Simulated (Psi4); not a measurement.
**M06-2X/def2-SVPD (core potential) run of InHCl2 (InCl2H)**

Aim: the vertical ionisation energy of InHCl2 (InCl2H) at M06-2X/def2-SVPD (core potential), from 2 runs. 

Program for the calculation: Psi4 1.11.

### Step 1. Starting point

InHCl2: 4 atoms, total charge 0, spin state singlet. As SMILES, `[H][In]([Cl])[Cl]`. The shape comes from GFN2-xTB, which is rough for such elements, and wasn't checked as a minimum.

Bond lengths: In1–Cl2 2.286 Å, In1–Cl3 2.286 Å, In1–H4 1.709 Å. Angles: Cl2–In1–Cl3 113.5°, Cl2–In1–H4 123.2°, Cl3–In1–H4 123.2°.

### Step 2. Energy and gradient at M06-2X/def2-SVPD (core potential)

cl2hin.xyz

```xyz
4
Cl2HIn
In    -0.101990    -0.171200     0.000100
Cl     2.182270    -0.073550     0.013530
Cl    -1.103820     1.883910    -0.015020
H     -0.976460    -1.639160     0.001390
```

run.py

```python
import psi4

psi4.set_memory('1600 MB')
psi4.set_num_threads(1)
psi4.core.set_output_file('psi4.out', False)

with open('cl2hin.xyz') as f:
    atoms = ''.join(f.readlines()[2:])
m = psi4.geometry('0 1\n' + atoms + 'symmetry c1\nno_reorient\nno_com')

options = {'reference': 'rks', 'puream': True, 'e_convergence': 1e-09, 'd_convergence': 1e-08, 'scf_type': 'pk', 'dft_radial_points': 99, 'dft_spherical_points': 590}
psi4.set_options(options)

e, wfn = psi4.gradient('m06-2x/def2-SVPD', return_wfn=True)
psi4.oeprop(wfn, 'QUADRUPOLE', 'WIBERG_LOWDIN_INDICES', 'MAYER_INDICES')
print('gradient / Eh bohr^-1')
print(e.np.round(6))
print(f'energy = {wfn.energy():.10f} Eh')
for k, v in sorted(psi4.core.scalar_variables().items()):
    print(f'{k:45s} {v:18.10f}')
```

The run is started by

```console
python run.py
```

psi4.out, cut to the lines that bear on the results:

```text
[...]
    !!!  WARNING: ECP capability is in beta. Please check occupations closely.  !!!
[...]
  Running in c1 symmetry.
[...]
  Nuclear repulsion =  216.843821137578743
[...]
  Multiplicity = 1
[...]
  Nalpha       = 28
  Nbeta        = 28
[...]
    Number of basis functions: 94
[...]
   @RKS iter   1: -1110.76871102976725   -8.42998e-01   4.28340e-03 DIIS/ADIIS
[...]
   @RKS iter  10: -1110.85383313615125   -9.54969e-12   9.51385e-09 DIIS
[...]
    Orbital Energies [Eh]
    ---------------------
    Doubly Occupied:
       1A   -102.639553     2A   -102.639549     3A     -9.807079
       4A     -9.807074     5A     -7.532274     6A     -7.532263
       7A     -7.528849     8A     -7.528844     9A     -7.528237
      10A     -7.528231    11A     -4.944231    12A     -3.326318
      13A     -3.319545    14A     -3.316589    15A     -0.965442
      16A     -0.963196    17A     -0.942853    18A     -0.942249
      19A     -0.939291    20A     -0.890996    21A     -0.872439
      22A     -0.517121    23A     -0.427966    24A     -0.425428
      25A     -0.404407    26A     -0.389613    27A     -0.384003
      28A     -0.378089
[...]
  @RKS Final Energy: -1110.85383313615125
   => Energetics <=
    Nuclear Repulsion Energy =            216.8438211375787432
    One-Electron Energy =               -2038.1574577703390787
    Two-Electron Energy =                 745.5276442740220091
    DFT Exchange-Correlation Energy =     -35.0678407774131315
    Empirical Dispersion Energy =           0.0000000000000000
    VV10 Nonlocal Energy =                  0.0000000000000000
    Total Energy =                      -1110.8538331361514793
[...]
  -Total Gradient:
     Atom            X                  Y                   Z
    ------   -----------------  -----------------  -----------------
       1        0.013620594586     0.022886876301    -0.000021216463
       2       -0.024650658730    -0.001416029728    -0.000142411513
       3        0.010499105676    -0.022364141669     0.000163018883
       4        0.000555684095     0.000933971102     0.000000541994
[...]
 Multipole Moments:
 ------------------------------------------------------------------------------------
     Multipole            Electronic (a.u.)      Nuclear  (a.u.)        Total (a.u.)
 ------------------------------------------------------------------------------------
 L = 1.  Multiply by 2.5417464519 to convert [e a0] to [Debye]
 Dipole X            :        -29.2409717           28.7529389           -0.4880328
 Dipole Y            :        -49.0860692           48.2669312           -0.8191381
 Dipole Z            :          0.0418575           -0.0412716            0.0005859
 Magnitude           :                                                    0.9535007
 L = 2.  Multiply by 1.3450342976 to convert [e a0^2] to [Debye ang]
 Quadrupole XX       :       -408.8896755          367.2632032          -41.6264722
 Quadrupole XY       :        130.4353649         -128.9611885            1.4741764
[...]
```

Standard output:

```text
gradient / Eh bohr^-1
[[ 1.3621e-02  2.2887e-02 -2.1000e-05]
 [-2.4651e-02 -1.4160e-03 -1.4200e-04]
 [ 1.0499e-02 -2.2364e-02  1.6300e-04]
 [ 5.5600e-04  9.3400e-04  1.0000e-06]]
energy = -1110.8538331362 Eh
CURRENT ENERGY                                  -1110.8538331362
CURRENT REFERENCE ENERGY                        -1110.8538331362
DD SOLVATION ENERGY                                 0.0000000000
DFT FUNCTIONAL TOTAL ENERGY                     -1110.8538331362
DFT TOTAL ENERGY                                -1110.8538331362
DFT VV10 ENERGY                                     0.0000000000
DFT XC ENERGY                                     -35.0678407774
GRID ELECTRONS ALPHA                               28.0000007948
GRID ELECTRONS BETA                                28.0000007948
GRID ELECTRONS TOTAL                               56.0000015896
NUCLEAR REPULSION ENERGY                          216.8438211376
ONE-ELECTRON ENERGY                             -2038.1574577703
PCM POLARIZATION ENERGY                             0.0000000000
PE ENERGY                                           0.0000000000
SCF ITERATION ENERGY                            -1110.8538331362
SCF ITERATIONS                                     10.0000000000
SCF TOTAL ENERGY                                -1110.8538331362
TWO-ELECTRON ENERGY                               745.5276442740
XC GRID RADIAL POINTS                              99.0000000000
XC GRID SPHERICAL POINTS                          590.0000000000
XC GRID TOTAL POINTS                           225235.0000000000
```

Wall time 38 s (1 thread of Intel Xeon Platinum 8175M at 2.50GHz (Skylake/Cascade Lake), shared host); peak memory 0.78 GiB.

### Step 3. The doublet cation at the same level

cl2hin.xyz is that of step 2.

calc.py

```python
import psi4

psi4.set_memory(1600000000)
psi4.set_num_threads(1)
psi4.core.set_output_file('psi4.out', False)

with open('cl2hin.xyz') as f:
    atoms = ''.join(f.readlines()[2:])
m = psi4.geometry('1 2\n' + atoms + 'symmetry c1')

psi4.set_options({
    'basis': 'def2-SVPD',
    'reference': 'uks',
    'puream': True,
    'e_convergence': 1e-09,
    'd_convergence': 1e-08,
    'scf_type': 'pk',
    'dft_radial_points': 99,
    'dft_spherical_points': 590,
    'maxiter': 200,
})

energy_value = psi4.gradient("M06-2X", molecule=m)
print('gradient / Eh bohr^-1')
print(energy_value.np.round(6))
```

The run is started by

```console
python calc.py
```

psi4.out, cut to the lines that bear on the results:

```text
[...]
    !!!  WARNING: ECP capability is in beta. Please check occupations closely.  !!!
[...]
  Running in c1 symmetry.
[...]
  Nuclear repulsion =  216.843821137578743
[...]
  Multiplicity = 2
[...]
  Nalpha       = 28
  Nbeta        = 27
[...]
    Number of basis functions: 94
[...]
   @UKS iter   1: -1110.38996244856367   -5.04509e-01   3.14380e-03 ADIIS/DIIS
[...]
   @UKS iter  21: -1110.43263129865068   -2.04636e-12   4.12955e-09 DIIS
[...]
   @S^2 Observed:                7.682307168E-01
[...]
  @UKS Final Energy: -1110.43263129865068
   => Energetics <=
    Nuclear Repulsion Energy =            216.8438211375787432
    One-Electron Energy =               -2024.9753218490434392
    Two-Electron Energy =                 732.5985899763527414
    DFT Exchange-Correlation Energy =     -34.8997205635388639
    Empirical Dispersion Energy =           0.0000000000000000
    VV10 Nonlocal Energy =                  0.0000000000000000
    Total Energy =                      -1110.4326312986509038
[...]
 Multipole Moments:
 ------------------------------------------------------------------------------------
     Multipole            Electronic (a.u.)      Nuclear  (a.u.)        Total (a.u.)
 ------------------------------------------------------------------------------------
 L = 1.  Multiply by 2.5417464519 to convert [e a0] to [Debye]
 Dipole X            :        -14.9609404           14.5125372           -0.4484032
 Dipole Y            :        -25.1146899           24.3615383           -0.7531515
 Dipole Z            :          0.0195184           -0.0189437            0.0005747
 Magnitude           :                                                    0.8765290
[...]
  -Total Gradient:
     Atom            X                  Y                   Z
    ------   -----------------  -----------------  -----------------
       1        0.002547138061     0.004283956558    -0.000004252634
       2       -0.021444744144     0.003605404004    -0.000145474198
       3        0.013384530859    -0.017147765200     0.000157154031
       4        0.005527280859     0.009281416617    -0.000007469916
[...]
```

On the terminal:

```text
gradient / Eh bohr^-1
[[ 2.5470e-03  4.2840e-03 -4.0000e-06]
 [-2.1445e-02  3.6050e-03 -1.4500e-04]
 [ 1.3385e-02 -1.7148e-02  1.5700e-04]
 [ 5.5270e-03  9.2810e-03 -7.0000e-06]]
```

It took 75 s on 1 thread of Intel Xeon Platinum 8175M at 2.50GHz (Skylake/Cascade Lake), shared host; peak memory 0.79 GiB.

### Step 4. What came out

Level: M06-2X/def2-SVPD (core potential).

| quantity | value |
| --- | --- |
| singlet InHCl2: total energy | -1110.85383 Eh |
| singlet InHCl2: dipole moment | 2.42 D |
| singlet InHCl2: HOMO energy | -10.29 eV |
| singlet InHCl2: LUMO energy | -1.49 eV |
| singlet InHCl2: HOMO–LUMO gap | 8.80 eV |
| singlet InHCl2: largest force on an atom | 1.370 eV/Å |
| doublet cation: total energy | -1110.43263 Eh |
| doublet cation: HOMO energy (highest over α and β) | -15.46 eV |
| doublet cation: LUMO energy (lowest over α and β) | -12.68 eV |
| doublet cation: ⟨S²⟩ | 0.768 |
| doublet cation: largest force on an atom | 1.119 eV/Å |
| vertical ionisation energy (to the doublet cation) | 11.461 eV |

**Reading.** The vertical ionisation energy comes to 11.46 eV (1106 kJ/mol). The largest force (singlet InHCl2) is 1.37 eV/Å: the shape isn't a stationary point for this species at this level. The negative HOMO energy of the first species, 10.29 eV, lies 1.17 eV below that difference.
